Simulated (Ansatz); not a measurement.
# B2H4SSi: basis-set convergence

An exercise on one series of results from a longer session: the logs are not shown, and one member is left open.

Method: one geometry, several basis sets; program: Ansatz 0.2.0, Gaussian basis.

Plan: PBE0-D4/def2-SVP; ωB97M-V/def2-SVP; PBE0-D4/def2-QZVPP; ωB97M-V/def2-QZVPP; the functionals' def2-TZVPP values are taken from earlier runs.

## The geometry

An earlier PBE0-D4 in a triple-zeta def2 set relaxation fixed the geometry.

8 atoms, charge 0, spin multiplicity 1.

Atoms are counted from 1 here; the program's logs count them from 0.

Bond lengths: B1–Si2 1.999 Å, B1–S4 1.810 Å, B1–H5 1.192 Å, Si2–B3 1.999 Å, Si2–H6 1.488 Å, Si2–H7 1.487 Å, B3–S4 1.810 Å, B3–H8 1.192 Å. Angles: Si2–B1–S4 97.3°, Si2–B1–H5 140.6°, S4–B1–H5 121.2°, B1–Si2–B3 72.4°, B1–Si2–H6 125.6°, B1–Si2–H7 108.9°, B3–Si2–H6 125.6°, B3–Si2–H7 108.9°, H6–Si2–H7 110.2°, Si2–B3–S4 97.3°, Si2–B3–H8 140.6°, S4–B3–H8 121.2°, B1–S4–B3 81.5°.

As a file:

```
atom    x (Å)    y (Å)    z (Å)
  B1  -0.8556   0.4887  -0.8595
 Si2   0.6956   0.6677   0.3882
  B3   0.0803  -1.2325   0.4602
  S4  -0.6906  -1.2859  -1.1769
  H5  -1.8064   1.0979  -1.2398
  H6   0.7718   1.5979   1.5472
  H7   1.9491   0.7379  -0.4093
  H8  -0.0520  -2.1288   1.2341
```

The first run:

File in.yaml:

```yaml
crystal:
  periodic: [false, false, false]
  atoms:
    - {symbol: B, position_ang: [-0.855585, 0.488680, -0.859461]}
    - {symbol: Si, position_ang: [0.695553, 0.667740, 0.388158]}
    - {symbol: B, position_ang: [0.080281, -1.232494, 0.460171]}
    - {symbol: S, position_ang: [-0.690576, -1.285875, -1.176891]}
    - {symbol: H, position_ang: [-1.806432, 1.097880, -1.239794]}
    - {symbol: H, position_ang: [0.771831, 1.597856, 1.547200]}
    - {symbol: H, position_ang: [1.949107, 0.737922, -0.409316]}
    - {symbol: H, position_ang: [-0.051979, -2.128808, 1.234132]}
basis:
  gaussian: {orbitals: def2-SVP}
hamiltonian: {xc: pbe0, dispersion: d4}
output: {orbitals: {seedname: orbitals}}
```

Launch:

```
ansatz run in.yaml --threads 2 --pin off --events-out ev --progress --plain --max-ram 4352MiB
```

Steps of the session up to this table: PBE0-D4 in def2-SVP; ωB97M-V in def2-SVP; PBE0-D4 in def2-QZVPP; ωB97M-V in def2-QZVPP.

One table of the session follows, with a row left open; its other results are not shown here.

| functional | basis | HOMO (eV) | LUMO (eV) |
| --- | --- | --- | --- |
| PBE0-D4 | def2-SVP | -7.71 | -2.15 |
| PBE0-D4 | def2-TZVPP | -7.69 | -2.23 |
| PBE0-D4 | def2-QZVPP | ? | ? |
| ωB97M-V | def2-SVP | -9.77 | -0.05 |
| ωB97M-V | def2-TZVPP | -9.79 | -0.21 |
| ωB97M-V | def2-QZVPP | -9.80 | -0.26 |

**Question.** Estimate the row for PBE0-D4, def2-QZVPP.

As computed: HOMO (eV): -7.70; LUMO (eV): -2.25. In the column «HOMO (eV)» it lies between PBE0-D4, def2-SVP (-7.71) and PBE0-D4, def2-TZVPP (-7.69).
